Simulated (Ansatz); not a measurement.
From input file to script: MnBe3, space group Pm-3m in Ansatz 0.2.0.

```yaml
crystal:
  lattice:
    - [3.251745, 0.0, 0.0]
    - [0.0, 3.251745, 0.0]
    - [0.0, 0.0, 3.251745]
  atoms:
    - { symbol: Be, position: [0.0, 0.5, 0.5] }
    - { symbol: Be, position: [0.5, 0.0, 0.5] }
    - { symbol: Be, position: [0.5, 0.5, 0.0] }
    - { symbol: Mn, position: [0.0, 0.0, 0.0], spin: 5.2 }
magnetization:
  spin_polarized: true
kpoints:
  mp_grid: { kspacing: 0.3 }
hamiltonian:
  xc: pbesol
scf:
  occupations: { method: cold, width: 0.05 }
output:
  stress: true
  eigenvalues: true
```

Launched from the shell:
```console
$ ansatz run input.yaml --threads 1 --pin off --max-ram 3072MiB --backend cpu --events-out ev --progress --plain --runs-dir out
Warning: where an SCF of this run starts from atoms to list the orders of its open shells, Mn (site 3, from 0) starts with 5.00 μB on its 3d shell, in the place of the 5.20 μB that the deck gives it: its open shells can hold no more by Hund's first rule. To start from spheres of the given moment, type scf.initial_density.shell_occupations: []
Engine: ansatz 0.2.0, x86_64-unknown-linux-gnu
Pseudopotentials: kind: paw
Pseudopotential: Be, paw, valence charge 2, recommended cutoff 420 eV (normal), Be.paw.azcp
Pseudopotential: Mn, paw, valence charge 15, recommended cutoff 420 eV (normal), Mn.paw.azcp
Functional definition: PBEsol
  exchange = pbesol_x
  correlation = pbesol_c
Crystal: 4 atoms, lattice volume = 34.383 Å³
Basis set: ecut = 420 eV, 691 PW (Γ)
Bands: 18, of which v1, the nominal top of the filled ones, is band 11 counted from 1 (10 counted from 0)
Symmetry: 48 space group operations
Space group: Pm-3m (ITA 221), of the structure as read, at distance tolerance 3.3e-5 Å
Magnetic group: BNS 221.92 (UNI 1594), of the structure as read, at distance tolerance 3.3e-5 Å
k-points: 20 of 343
Non-local potential: Be, projectors of the file, l = 0: 2, l = 1: 2, l = 2: 1
Non-local potential: Mn, projectors of the file, l = 0: 3, l = 1: 2, l = 2: 3, l = 3: 1
PAW form: soft (Blöchl's): semilocal exchange-correlation on the pseudo side does not see the compensation charge
PAW frozen core: Be, regenerated for the run's functional, and the local potential with it (the file was generated under x = pbe(κ = 0.804, μ = 0.2195149727645171), c = pbe(β = 0.06672455060314922))
PAW frozen core: Mn, regenerated for the run's functional, and the local potential with it (the file was generated under x = pbe(κ = 0.804, μ = 0.2195149727645171), c = pbe(β = 0.06672455060314922))
PAW one-centre angular grid: Be, 110 points (default); XC on 64 Gauss nodes
PAW one-centre angular grid: Mn, 590 points (default); XC on 64 Gauss nodes
Initial density: superposition of atomic densities (chi_scale 0.1, normalization cell)
Starting moments: Σ|m| = 5.2 μB on 1 of 4 sites
Initial wavefunctions: pseudopotential atomic-orbital guess
Functional: x = pbesol(κ = 0.804, μ = 0.12345679012345678), c = pbesol(β = 0.046)
SCF iter   1: F=—  HF=-4143.853816 eV  |F-HF|=—  |Δ(HF+E_count)|=         —  Δρ=2.78e-1 (↑2.78e-1 ↓1.44e-1)  dr2=6.74e0  dr2_m=1.39e1  M=1.227 μB ∫|m|=1.551 μB  β_m=0.30  ethr=3.10e-3  ⟨swp⟩=5.2  Hψ=3213  notcnv=0
Mixer restart at iter 1: flushing history
preconditioner: auto → none  [metal: Δε(μ)=0.003 eV  Ē_g=9.238 eV  σ=0.050 eV  W_gap=0.04  n_scr=6 (ndim 8)  ℏωp=22.8 eV  f_vac=0.000  D(μ)=3.47/eV (n_scr^D=32)  sad-step TF]
SCF iter   2: F=—  HF=-4140.095577 eV  |F-HF|=—  |Δ(HF+E_count)|=    3.76e0  Δρ=1.41e-1 (↑1.41e-1 ↓1.28e-1)  dr2=2.38e-1  dr2_m=5.70e0  M=1.272 μB ∫|m|=1.763 μB  β_m=0.49  ethr=3.10e-3  ⟨swp⟩=2.6  Hψ=1697  notcnv=0  defer=87
SCF iter   3: F=—  HF=-4141.487756 eV  |F-HF|=—  |Δ(HF+E_count)|=         —  Δρ=1.33e-1 (↑1.33e-1 ↓2.73e-2)  dr2=4.23e0  dr2_m=1.92e0  M=0.878 μB ∫|m|=1.218 μB  β_m=0.49  ethr=1.14e-3  ⟨swp⟩=3.2  Hψ=1807  notcnv=0  defer=92
Mixer restart at iter 3: flushing history
SCF iter   4: F=—  HF=-4141.125347 eV  |F-HF|=—  |Δ(HF+E_count)|=   3.62e-1  Δρ=1.00e-1 (↑1.00e-1 ↓9.19e-2)  dr2=1.19e1  dr2_m=1.60e-2  M=1.340 μB ∫|m|=1.869 μB  β_m=0.31  ethr=1.14e-3  ⟨swp⟩=4.0  Hψ=2232  notcnv=0  defer=87
SCF iter   5: F=—  HF=-4140.265269 eV  |F-HF|=—  |Δ(HF+E_count)|=   8.60e-1  Δρ=2.89e-2 (↑1.61e-2 ↓2.89e-2)  dr2=5.92e-2  dr2_m=1.59e-1  M=1.155 μB ∫|m|=1.569 μB  β_m=0.49  ethr=1.14e-3  ⟨swp⟩=3.1  Hψ=1861  notcnv=0  defer=90
SCF iter   6: F=—  HF=-4140.453245 eV  |F-HF|=—  |Δ(HF+E_count)|=   1.88e-1  Δρ=1.76e-2 (↑2.38e-3 ↓1.76e-2)  dr2=9.52e-2  dr2_m=2.86e-2  M=1.086 μB ∫|m|=1.473 μB  β_m=0.65  ethr=2.82e-4  ⟨swp⟩=2.3  Hψ=1368  notcnv=0  defer=92
SCF iter   7: F=—  HF=-4140.475031 eV  |F-HF|=—  |Δ(HF+E_count)|=   2.18e-2  Δρ=1.09e-2 (↑1.09e-2 ↓1.40e-3)  dr2=3.30e-2  dr2_m=1.07e-2  M=0.884 μB ∫|m|=1.189 μB  β_m=0.83  ethr=2.82e-4  ⟨swp⟩=3.0  Hψ=1407  notcnv=0  defer=91
SCF iter   8: F=—  HF=-4140.488290 eV  |F-HF|=—  |Δ(HF+E_count)|=   1.33e-2  Δρ=6.30e-3 (↑6.30e-3 ↓3.88e-3)  dr2=2.11e-3  dr2_m=7.99e-3  M=0.886 μB ∫|m|=1.188 μB  β_m=0.91  ethr=1.57e-4  ⟨swp⟩=2.2  Hψ=1275  notcnv=0  defer=85
SCF iter   9: F=—  HF=-4140.487653 eV  |F-HF|=—  |Δ(HF+E_count)|=   6.37e-4  Δρ=1.10e-3 (↑1.10e-3 ↓8.16e-4)  dr2=1.64e-3  dr2_m=1.03e-5  M=0.884 μB ∫|m|=1.166 μB  β_m=0.84  ethr=1.00e-5  ⟨swp⟩=1.8  Hψ=935  notcnv=0  defer=85
SCF iter  10: F=—  HF=-4140.487920 eV  |F-HF|=—  |Δ(HF+E_count)|=   2.67e-4  Δρ=1.44e-3 (↑1.44e-3 ↓1.08e-3)  dr2=5.51e-5  dr2_m=4.86e-4  M=0.885 μB ∫|m|=1.172 μB  β_m=0.89  ethr=7.83e-6  ⟨swp⟩=1.8  Hψ=876  notcnv=0  defer=85
SCF iter  11: F=—  HF=-4140.487866 eV  |F-HF|=—  |Δ(HF+E_count)|=   5.41e-5  Δρ=2.66e-4 (↑2.66e-4 ↓1.84e-4)  dr2=2.39e-6  dr2_m=1.54e-5  M=0.884 μB ∫|m|=1.166 μB  β_m=0.94  ethr=2.62e-7  ⟨swp⟩=1.6  Hψ=857  notcnv=0  defer=85
SCF iter  12: F=—  HF=-4140.486443 eV  |F-HF|=—  |Δ(HF+E_count)|=         —  Δρ=8.83e-4 (↑6.98e-4 ↓8.83e-4)  dr2=2.60e-5  dr2_m=1.86e-4  M=0.869 μB ∫|m|=1.158 μB  β_m=0.94  ethr=1.14e-8  ⟨swp⟩=2.4  Hψ=995  notcnv=0  defer=85
Mixer restart at iter 12: flushing history
iteration 12: the input's own smearing fills from here on; a Gaussian of 0.05 eV has filled iterations ahead of it
SCF iter  13: F=—  HF=-4140.486606 eV  |F-HF|=—  |Δ(HF+E_count)|=   1.64e-4  S|Δr|=    0.00e0  Δρ=1.26e-3 (↑1.26e-3 ↓6.72e-4)  dr2=1.37e-3  dr2_m=2.85e-5  M=0.871 μB ∫|m|=1.151 μB  β_m=0.68  ethr=1.14e-8  ⟨swp⟩=2.8  Hψ=1170  notcnv=0  defer=85  recentre
SCF iter  14: F=—  HF=-4140.486767 eV  |F-HF|=—  |Δ(HF+E_count)|=   1.61e-4  S|Δr|=    0.00e0  Δρ=1.52e-3 (↑1.52e-3 ↓1.42e-3)  dr2=3.12e-3  dr2_m=2.53e-6  M=0.873 μB ∫|m|=1.161 μB  β_m=0.54  ethr=1.14e-8  ⟨swp⟩=3.0  Hψ=1485  notcnv=0  defer=85
SCF iter  15: F=—  HF=-4140.486479 eV  |F-HF|=—  |Δ(HF+E_count)|=   2.88e-4  S|Δr|=    0.00e0  Δρ=1.08e-4 (↑2.16e-5 ↓1.08e-4)  dr2=4.23e-6  dr2_m=9.30e-7  M=0.872 μB ∫|m|=1.154 μB  β_m=0.77  ethr=1.14e-8  ⟨swp⟩=3.0  Hψ=1223  notcnv=0  defer=85
SCF iter  16: F=—  HF=-4140.486480 eV  |F-HF|=—  |Δ(HF+E_count)|=   8.08e-7  S|Δr|=    0.00e0  Δρ=2.01e-5 (↑2.01e-5 ↓9.75e-6)  dr2=2.41e-7  dr2_m=1.56e-8  M=0.873 μB ∫|m|=1.152 μB  β_m=0.77  ethr=1.14e-8  ⟨swp⟩=1.8  Hψ=756  notcnv=0  defer=85
SCF iter  17: F=-4140.486480 eV  HF=-4140.486480 eV  |F-HF|=6.01e-10  |Δ(HF+E_count)|=   1.46e-8  S|Δr|=    0.00e0  Δρ=1.17e-6 (↑1.17e-6 ↓5.37e-7)  dr2=9.12e-10  dr2_m=1.36e-10  M=0.873 μB ∫|m|=1.152 μB  ethr=4.76e-10  ⟨swp⟩=7.7  Hψ=3083  notcnv=0
SCF 1 converged in 17 iterations: F = -4140.486480 eV  dr2 = 9.12e-10
  greatest PAW one-centre occupation: 1.000 electrons in one spin orbital (limit 2), on the Mn atom at site 3 (counted from 0), in its partial waves of l = 0
this state was not tested for a lower state beside it, because cold or Methfessel-Paxton smearing, or corrected tetrahedra, fill the levels in a way that the test cannot read (fill_not_monotonic; see scf.lower_state_search)
SCF converged after 17 iterations
Magnetization: 0.8725 μB (10.9363 up, 10.0637 down)
Absolute magnetization: 1.1519 μB (∫|ρ↑−ρ↓|, with the PAW one-centre terms)
Spin contamination: 0.0295 ħ² per cell (⟨S²⟩ above its minimum at these occupations)
Per-site moments (μB) at R_I (Å): [(-0.030974674456767857, 0.9484740128281482), (-0.03097467445676824, 0.9484740128281482), (-0.03097467445676806, 0.9484740128281482), (0.9591341403561249, 0.9484740128281482)]
Free energy (F): -4140.486480 eV
Harris-Foulkes:  -4140.486480 eV  (|F-HF|=6.01e-10)
Internal energy: -4140.487934 eV  (E = F + TS)
E sigma→0 (E₀):  -4140.486964 eV
Entropy (-TS):   0.001454 eV (0.363 meV/atom)
Fermi energy:    11.265879 eV
--- Per-component energies (eV) ---
  E_band       = -245.015597
  E_kinetic    = 373.318885
  E_local      = -2440.530630  (includes V_loc(G=0)·N_el)
  E_nonlocal   = 254.042483
  E_hartree    = 1039.791191
  E_xc         = -174.182615
  E_vxc        = -210.716667  (∫ρ·V_xc dr)
  E_paw        = -1441.133309  (= ΣΔE_a)
  E_vpaw       = -300.710342  (= ΣTr[D̂ρ^β])
  E_aug_tail   = -0.000011  (compensation charges beyond the density's cutoff)
  E_ewald      = -1751.992171
  E_core_change = 0.198244  (= ΣΔE_core)
  E_smearing   = 0.001454  (= −TS)
  E_closure    = 0.000000  (closes the sum)
  Σ components = -4140.486480   (vs F -4140.486480, Δ=0.00e0)
--- Stress (GPa, compression-positive) ---
       -4.348385      -0.000000       0.000000
        0.000000      -4.348385       0.000000
       -0.000000       0.000000      -4.348385
  P = ⅓ Tr σ = -4.3484 GPa (-43.484 kbar)
--- Band table (eV; the first three rows and the last of 40) ---
  k-point 0 ↑: bands = ["-67.6934", "-36.5852", "-36.5852", "-36.5852", "1.3952", "8.6244", "8.6244", "10.7638", "10.7638", "10.7638", "10.9298", "10.9298", "10.9298", "17.6730", "19.8752", "19.8752", "20.8169", "20.8169"]
  k-point 1 ↑: bands = ["-67.6931", "-36.5899", "-36.5847", "-36.5847", "1.6375", "8.1887", "8.6005", "9.9863", "9.9863", "10.5793", "10.7802", "11.9276", "11.9276", "18.1962", "19.7873", "20.4646", "20.4647", "20.4663"]
  k-point 2 ↑: bands = ["-67.6925", "-36.6006", "-36.5836", "-36.5836", "2.3502", "6.7373", "8.5472", "9.3756", "9.3756", "10.6388", "10.8174", "13.2397", "13.2397", "17.7835", "18.8929", "18.8929", "19.6297", "20.9988"]
  k-point 19 ↓: bands = ["-66.5911", "-35.5330", "-35.5330", "-35.5329", "6.6090", "8.2291", "8.3708", "8.3708", "9.0183", "9.0183", "9.5476", "12.5330", "12.5330", "16.3601", "16.7894", "16.7894", "17.3841", "26.6201"]
```

Script `deck_mnbe3.py`:
```python
import ansatz
import numpy as np

config = {
    'crystal': {
        'lattice': [[3.251745, 0.0, 0.0], [0.0, 3.251745, 0.0], [0.0, 0.0, 3.251745]],
        'atoms': [
            {'symbol': 'Be', 'position': [0.0, 0.5, 0.5]},
            {'symbol': 'Be', 'position': [0.5, 0.0, 0.5]},
            {'symbol': 'Be', 'position': [0.5, 0.5, 0.0]},
            {'symbol': 'Mn', 'position': [0.0, 0.0, 0.0], 'spin': 5.2},
        ],
    },
    'magnetization': {'spin_polarized': True},
    'kpoints': {'mp_grid': {'kspacing': 0.3}},
    'hamiltonian': {'xc': 'pbesol'},
    'scf': {'occupations': {'method': 'cold', 'width': 0.05}},
    'output': {'stress': True, 'eigenvalues': True},
}

res = ansatz.Session.from_dict(config).plan(threads=1).execute()
report = res.report

n_atoms = len(report['lattice']['sites'])
print('F =', round(report['free_energy_ev'], 4), 'eV for', n_atoms, 'atoms')
print('E(sigma -> 0) =', round(report['energy_sigma0_ev'], 4), 'eV, TS =', round(report['entropy_ts_ev'], 5), 'eV')
print('closed by', report['closed_by'], 'after', report['n_iterations'], 'iterations')

print('pressure by term (GPa)')
for term, tensor in report['stress_terms_gpa'].items():
    if np.any(tensor):
        print(f'  {term:28s} {np.trace(np.array(tensor)) / 3:12.3f}')
print(f'  {"total":28s} {np.trace(np.array(report["stress_gpa"])) / 3:12.3f}')

fermi = report['fermi_energy_ev']
print('levels less the Fermi level (eV) at the first k-points (first spin channel where there are two)')
for k, levels in list(zip(report['kpoints_frac'], report['eigenvalues_ev']))[:3]:
    print('k = ({:.3f}, {:.3f}, {:.3f})'.format(*k))
    print('   ', ' '.join(f'{e - fermi:.3f}' for e in levels))

edges = report.get('band_edges_ev')
if edges:
    print(f'band edges on the mesh: {edges[0]:.3f} and {edges[1]:.3f} eV, gap {edges[1] - edges[0]:.3f} eV')
else:
    print('no band edges reported (a metal, or a gap too narrow for this smearing); Fermi level', round(report['fermi_energy_ev'], 3), 'eV')

print('site moments (muB):', [round(m, 2) for m in report['site_moments_mub']])
print('electrons up, down:', [round(n, 3) for n in report['spin_occupation_sums']])
```

```console
$ python deck_mnbe3.py
DeckWarning: basis.ecutwfc = 420 eV, auto-derived from the records' recommended cutoffs: set by Be (normal level)
DeckWarning: where an SCF of this run starts from atoms to list the orders of its open shells, Mn (site 3, from 0) starts with 5.00 μB on its 3d shell, in the place of the 5.20 μB that the deck gives [...]
F = -4140.4865 eV for 4 atoms
E(sigma -> 0) = -4140.487 eV, TS = -0.00145 eV
closed by deck_thresholds after 17 iterations
pressure by term (GPa)
  kinetic                          1159.711
  hartree                          1615.049
  ewald                           -2721.271
  local_pseudopotential             224.527
  nonlocal_pseudopotential         -289.921
  augmentation                      249.489
  nlcc                              -70.200
  xc                               -171.757
  augmentation_tail                   0.000
  scf_correction                     -0.001
  pulay_correction                    0.027
  total                              -4.348
levels less the Fermi level (eV) at the first k-points (first spin channel where there are two)
k = (0.000, 0.000, 0.000)
    -78.959 -47.851 -47.851 -47.851 -9.871 -2.641 -2.641 -0.502 -0.502 -0.502 -0.336 -0.336 -0.336 6.407 8.609 8.609 9.551 9.551
k = (0.000, 0.000, 0.143)
    -78.959 -47.856 -47.851 -47.851 -9.628 -3.077 -2.665 -1.280 -1.280 -0.687 -0.486 0.662 0.662 6.930 8.521 9.199 9.199 9.200
k = (0.000, 0.000, 0.286)
    -78.958 -47.866 -47.849 -47.849 -8.916 -4.529 -2.719 -1.890 -1.890 -0.627 -0.448 1.974 1.974 6.518 7.627 7.627 8.364 9.733
no band edges reported (a metal, or a gap too narrow for this smearing); Fermi level 11.266 eV
site moments (muB): [-0.03, -0.03, -0.03, 0.96]
electrons up, down: [10.936, 10.064]
```
(Warnings from the package without file and line, shortened, repeats left out.)

Reading the output:
- Total energies depend on the potentials; only differences at equal settings carry meaning. A total without «per atom» is that of the cell as typed.
- Other magnetic orders than the one started from may lie lower.
- Under cold or Methfessel-Paxton smearing the entropy term is a generalised one and can be negative.
- The mesh is modest for a metal, so energies can be off by several to tens of meV an atom and pressures by half a GPa or more; differences at equal mesh fare better.
- Only differences from the Fermi energy are physical; the zero of the scale is a convention.
- Pressure is positive in compression.
- The structure comes from a database of computed cells and needn't be a stable or known phase.
- Levels are Kohn-Sham eigenvalues on this mesh.
- Finished in 2 s on 1 thread of Intel(R) Xeon(R) 6975P-C (Granite Rapids), on a shared host, peak memory 0.39 GiB.

(Lines on the test bed's own set-up are left out of the output.)
